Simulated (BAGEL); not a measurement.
# A workflow on singlet [TiO2]2+

Wanted: the energy (singlet [TiO2]2+, HF/def2-TZVPP), then a single-point energy (doublet [TiO2]+, CASSCF(3,6)/def2-TZVPP) of O2Ti. 

The results are computed with BAGEL 1.2.2.

2 further runs of the same task are left out: 1 that didn't finish, 1 set aside as unsound or not needed.

## Step 1: Starting point

[TiO2]2+: 3 atoms, total charge +2, spin state singlet. SMILES of the parent species: `[O]=[Ti]=[O]`. The coordinates come from a PBE0-D4/def2-TZVP relaxation. That shape belongs to the parent species and isn't relaxed for this state.

Bond lengths: O1–Ti2 1.628 Å, Ti2–O3 1.628 Å. Angles: O1–Ti2–O3 111.8°.

## Step 2: The energy at HF/def2-TZVPP (density fitting with tzvpp-jkfit) (run 1)

job.json

```json
{ "bagel": [

{
  "title": "molecule",
  "basis": "tzvpp",
  "df_basis": "tzvpp-jkfit",
  "angstrom": false,
  "geometry": [
    { "atom": "O", "xyz": [  1.74043776,  1.75517762,  0.84017224 ] },
    { "atom": "Ti", "xyz": [  0.25511303, -0.92974525,  0.62663318 ] },
    { "atom": "O", "xyz": [ -1.99573976, -0.82543237, -1.46680542 ] }
  ]
},
{ "title": "hf", "charge": 2 },
{ "title": "print", "file": "orbitals.molden", "orbitals": true }

]}
```

The run is started by

```console
BAGEL_NUM_THREADS=1 BAGEL job.json > job.out
```

What it wrote:

```text
* using 1 threads per process

  ===============================================================
  ===============================================================

  *** Geometry ***

  { "atom" : "O", "xyz" : [      1.740438,      1.755178,      0.840172 ] },
  { "atom" : "Ti", "xyz" : [      0.255113,     -0.929745,      0.626633 ] },
  { "atom" : "O", "xyz" : [     -1.995740,     -0.825432,     -1.466805 ] },

  Number of auxiliary basis functions:      418

  Since a DF basis is specified, we compute 2- and 3-index integrals:
    o Being stored without compression. Storage requirement is 0.053 GB

  Number of basis functions:      126
  Number of electrons      :       38

    * METHOD: MOLECULE                             0.27

  *** RHF ***

  === Nuclear Repulsion ===
   127.0099191922

      * DIIS with orbital gradients will be used.

  === RHF iteration (tzvpp) ===
      0       -996.41221344          0.02803013           0.09
      1       -992.29012995          0.11462434           0.09
      2       -996.98523421          0.01357781           0.09
      3       -997.08477545          0.00314977           0.09
      4       -997.10257182          0.00173699           0.09
      5       -997.11548286          0.00108805           0.09
      6       -997.12084212          0.00075491           0.09
      7       -997.12454134          0.00052908           0.09
      8       -997.12646820          0.00039464           0.09
      9       -997.12743535          0.00029475           0.09
     10       -997.12799757          0.00016633           0.09
     11       -997.12811723          0.00010560           0.09
     12       -997.12813715          0.00002894           0.09
     13       -997.12814065          0.00001531           0.09
     14       -997.12814141          0.00000810           0.09
     15       -997.12814161          0.00000653           0.09
     16       -997.12814164          0.00000303           0.09
     17       -997.12814165          0.00000199           0.09
     18       -997.12814165          0.00000091           0.09
     19       -997.12814166          0.00000041           0.09
     20       -997.12814166          0.00000023           0.09
     21       -997.12814166          0.00000017           0.09
     22       -997.12814166          0.00000015           0.09
     23       -997.12814166          0.00000009           0.09
     24       -997.12814166          0.00000007           0.09
     25       -997.12814166          0.00000006           0.09
     26       -997.12814166          0.00000005           0.09
     27       -997.12814166          0.00000004           0.09
     28       -997.12814166          0.00000004           0.09
     29       -997.12814166          0.00000003           0.09
     30       -997.12814166          0.00000002           0.09
     31       -997.12814166          0.00000001           0.09
     32       -997.12814166          0.00000001           0.09
     33       -997.12814166          0.00000001           0.09
    * SCF iteration converged.

    * Permanent dipole moment:
           (   -0.404379,     1.471450,    -0.992213) a.u.

    * METHOD: HF                                   3.32

    * METHOD: PRINT                                0.02

  ===============================================================
```

It took 3.9 s on 1 thread of Arm Neoverse V2, shared host.

## Step 3: Doublet [TiO2]+: a single-point energy at CASSCF(3,6)/def2-TZVPP (density fitting with tzvpp-jkfit, 2 states averaged) (run 2)

calc.json

```json
{ "bagel": [

{
  "title": "molecule",
  "basis": "tzvpp",
  "df_basis": "tzvpp-jkfit",
  "angstrom": false,
  "geometry": [
    { "atom": "O", "xyz": [     1.74043776,     1.75517762,     0.84017224 ] },
    { "atom": "Ti", "xyz": [     0.25511303,    -0.92974525,     0.62663318 ] },
    { "atom": "O", "xyz": [    -1.99573976,    -0.82543237,    -1.46680542 ] }
  ]
},

{ "title": "hf", "charge": 2 },

{
  "title": "casscf",
  "nstate": 2,
  "nact": 6,
  "nclosed": 17,
  "charge": 1,
  "nspin": 1,
  "active": [18, 19, 20, 21, 22, 23],
  "maxiter": 200,
  "natocc": true
},

{ "title": "print", "file": "orbitals.molden", "orbitals": true }

]}
```

The run is started by

```console
BAGEL_NUM_THREADS=1 BAGEL calc.json > calc.out
```

What it wrote:

```text
* using 1 threads per process

  ===============================================================
  ===============================================================

  *** Geometry ***

  { "atom" : "O", "xyz" : [      1.740438,      1.755178,      0.840172 ] },
  { "atom" : "Ti", "xyz" : [      0.255113,     -0.929745,      0.626633 ] },
  { "atom" : "O", "xyz" : [     -1.995740,     -0.825432,     -1.466805 ] },

  Number of auxiliary basis functions:      418

  Since a DF basis is specified, we compute 2- and 3-index integrals:
    o Being stored without compression. Storage requirement is 0.053 GB

  Number of basis functions:      126
  Number of electrons      :       38

    * METHOD: MOLECULE                             0.27

  *** RHF ***

  === Nuclear Repulsion ===
   127.0099191922

      * DIIS with orbital gradients will be used.

[... 6 lines left out ...]
    * SCF iteration converged.
[... 1 line left out ...]
    * Permanent dipole moment:
[... 31 lines left out ...]
    * Second-order optimization converged. *
[... 12 lines left out ...]
     * ci vector, state   0, <S^2> = 0.7500
[... 1 line left out ...]
       2a....     0.5116899158
       2.a...     0.2649904911
       ba.a..     0.1548878189
       .aab..     0.1514441716
       aa.b..    -0.1482008880
       aba...    -0.1367647247
       .a2...     0.1335149189
       a.2...     0.1171208446
       aab...    -0.1121748975
       a..2..     0.0935515851
       .2.a..    -0.0902530413
       .aba..     0.0804200319
       a.ba..     0.0728322154
       .baa..    -0.0710241397
       ..a2..     0.0567071339

     * ci vector, state   1, <S^2> = 0.7500
       2a....    -0.6923677539
       a2....    -0.5135179319
       aba...     0.2410186862
       .a2...    -0.1974265293
       aab...     0.1781137605
       .2.a..     0.1553735284
       2.a...     0.1530325822
       a.ba..    -0.1203095617
       a.2...     0.0970529581
       aa.b..    -0.0949273933
       ba.a..     0.0928166875
       .aab..     0.0924573392
       ..2a..    -0.0774485454
       a.ab..    -0.0750086811
       baa...     0.0629049258
       a..2..     0.0623196909
       .baa..    -0.0512368552

    * METHOD: CASSCF                             173.89

    * METHOD: PRINT                                0.02

  ===============================================================
```

Run time: 3 min. Hardware: 1 thread of Arm Neoverse V2, shared host.

## Step 4: Results

```
                                                          quantity          value
                                run 1, HF/def2-TZVPP: total energy  -997.12814 Eh
                                 run 1, HF/def2-TZVPP: HOMO energy      -27.75 eV
                                 run 1, HF/def2-TZVPP: LUMO energy      -17.41 eV
                               run 1, HF/def2-TZVPP: HOMO–LUMO gap       10.35 eV
                  doublet [TiO2]+: energy of the lowest of 2 roots  -997.88265 Eh
doublet [TiO2]+: lowest excitation energy within this active space        0.07 eV
```

What this shows: The orbitals (doublet [TiO2]+) are averaged over several states, so each root lies above its own optimum (it can stand above Hartree-Fock), and forces and dipoles share that bias.
